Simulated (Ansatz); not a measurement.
The system is CsLiCr2Te2S3.

```
Cs Li Cr Te S
1.0
     3.42162   -5.18069    0.00784
     3.42162    5.18069    0.00784
    -2.90411    0.00000    7.43093
Cs Li Cr Te S
1 1 2 2 3
Direct
  0.09374 0.09374 0.00853
  0.58875 0.58875 0.55336
  0.05646 0.46755 0.55790
  0.46755 0.05646 0.55790
  0.56486 0.87357 0.29035
  0.87357 0.56486 0.29035
  0.81151 0.39697 0.73347
  0.39697 0.81151 0.73347
  0.21404 0.21404 0.48371
```

The cell was built by a generator and needn't be a form met in nature.

- Program: Ansatz 0.2.0
- Task: relaxation of cell and atoms
- Functional: r2SCAN
- Potentials or basis: Ansatz PAW
- Cutoff: 500 eV (not typed: the program's choice for these potentials)
- k mesh: 4 × 4 × 3
- Occupations: fermi-dirac, width 0.05 eV
- Spin: collinear spin, ferromagnetic start
- Starting moments: [0.0, 0.0, 3.0, 3.0, 0.0, 0.0, 0.0, 0.0, 0.0] μB

At the start: volume 29.30 Å³/atom.

Question: How do energy, volume and symmetry change on relaxing?

Answer: It ends after 7 steps and the volume is 28.89 Å³/atom (-1.4 %); space group Cm (No. 8, to 0.05 Å); moment 4.06 μB per cell.

The path:
```
step  energy change (eV)  largest force (eV/Å)  volume (Å³)
   1              0.0000                0.1556       263.68
   2             -0.0113                0.0956       264.07
   3             -0.0172                0.0481       262.48
   4             -0.0197                0.0282       260.56
   5             -0.0206                0.0236       260.64
   6             -0.0211                0.0085       260.05
   7             -0.0207                0.0085       260.05
```

Final structure:
```xyz
9
Lattice="3.4546 -5.2075 0.0129 3.4546 5.2075 0.0129 -2.9206 0.0000 7.2168" Properties=species:S:1:pos:R:3 pbc="T T T"
Cs    0.6356    0.0000    0.0198
Li    2.4317    0.0000    4.0390
Cr    0.2131    2.1415    4.0531
Cr    0.2131   -2.1415    4.0531
Te    4.0589    1.5875    2.0518
Te    4.0589   -1.5875    2.0518
S     2.0638   -2.1487    5.3522
S     2.0638    2.1487    5.3522
S     0.0713    0.0000    3.5077
```

Caveat: the magnetic or orbital state may not be the lowest; the plane-wave basis is chosen anew once the cell has moved, so the energies of steps on either side of that aren't comparable; only a ferromagnetic start was run, and an antiferromagnetic order may lie lower in energy; the PAW data sets come from PBE, with cores solved anew for the run's functional, which leaves a small shift of forces and pressure.
